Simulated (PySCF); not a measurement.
**PbBr+: from the state search to spectroscopic constants**

One job finds the state of PbBr+, follows it along the bond with each method and fits the curves.

The runs use PySCF 2.14.0; Pb cc-pVDZ-PP with ECP60, Br cc-pVDZ-PP with ECP10, scalar-relativistic core potentials.

### Step 1. Input

A driver script around PySCF takes these settings:

```json
{
  "atoms": "Pb, Br",
  "charge": "1",
  "basis": "Pb cc-pVDZ-PP with ECP60, Br cc-pVDZ-PP with ECP10",
  "Hamiltonian": "scalar-relativistic core potentials",
  "basis functions": "46",
  "electrons treated": "46",
  "masses in u": "207.9766, 78.9183",
  "levels": "PBE0, PBE, r²SCAN, PBEsol, revPBE, LDA, HSE06, HF, MP2, SCS-MP2, CCSD, CCSD(T)",
  "grid": "80 radial by 434 angular points",
  "occupations": "held fixed by the projection of orbital angular momentum",
  "dissociation limit": "Pb+ + Br, each in its ground configuration",
  "starting distance in angstrom": "2.610",
  "values of 2S to try": "0, 2"
}
```

Command:

```
OMP_NUM_THREADS=1 python dia.py task.json out
```

Further steps of the session: PBE0 along the bond; Excited determinants; PBE (GGA); r²SCAN; PBEsol (GGA); revPBE; LDA; HSE06; RHF (mean field); Adding correlation.

Before running it: what results should come out? Wanted: for each run, Re; ωe; De; μ.

As calculated:

Lowest PBE0 solution found, without spin–orbit coupling: ¹Σ⁺ (singlet), closed shell. State 2 has its PBE0 minimum 2.88 eV higher. The other levels ran on the lowest alone.

| level | Re (Å) | ωe (cm⁻¹) | De (eV) | μ (D) |
| --- | --- | --- | --- | --- |
| RHF | 2.515 | 261.2 | 2.04 | -4.61 |
| RHF-MP2 | 2.510 | 264.7 | 3.24 | n/a |
| RHF-SCS-MP2 | 2.517 | 261.4 | 3.09 | n/a |
| RHF-CCSD | 2.519 | 259.8 | 3.01 | n/a |
| RHF-CCSD(T) | 2.525 | 256.0 | 3.15 | n/a |
| LDA | 2.498 | 260.8 | 4.44 | -2.87 |
| PBE | 2.537 | 247.7 | 3.82 | -3.24 |
| PBEsol | 2.514 | 255.3 | 4.05 | -3.09 |
| revPBE | 2.548 | 243.5 | 3.59 | -3.38 |
| r²SCAN | 2.516 | 257.1 | 3.66 | -3.51 |
| PBE0 | 2.510 | 259.6 | 3.52 | -3.64 |
| HSE06 | 2.514 | 258.1 | 3.56 | -3.58 |

De is counted to Pb+ + Br in their ground configurations. A positive dipole points from Pb to Br; in an ion it is taken about the centre of mass and does not tell which atom is negative.

Differences from CCSD(T) in the same basis:

| level | Re (mÅ) | ωe (%) |
| --- | --- | --- |
| RHF | -10 | +2.0 |
| RHF-MP2 | -15 | +3.4 |
| RHF-SCS-MP2 | -8 | +2.1 |
| RHF-CCSD | -6 | +1.5 |
| LDA | -27 | +1.9 |
| PBE | +11 | -3.2 |
| PBEsol | -11 | -0.3 |
| revPBE | +23 | -4.9 |
| r²SCAN | -9 | +0.5 |
| PBE0 | -15 | +1.4 |
| HSE06 | -11 | +0.8 |

**Reading.** Against CCSD(T) in the same basis, the bond length is nearest at RHF-CCSD (-6 mÅ) and farthest at LDA (-27 mÅ); the wavenumber is nearest at PBEsol (-0.3 %) and farthest at revPBE (-4.9 %). Hartree–Fock falls on the short and stiff side, its usual fault. PBE has the long and soft bond that GGAs tend to give. CCSD(T) in a basis this small is itself some way from its limit, more so than the functionals. Of the levels with a De here, RHF gives the least (2.04 eV) and LDA the most (4.44 eV).

Correlated steps freeze 8 core orbitals. Spin–orbit coupling is left out, which matters for elements this heavy, above all for dissociation energies.
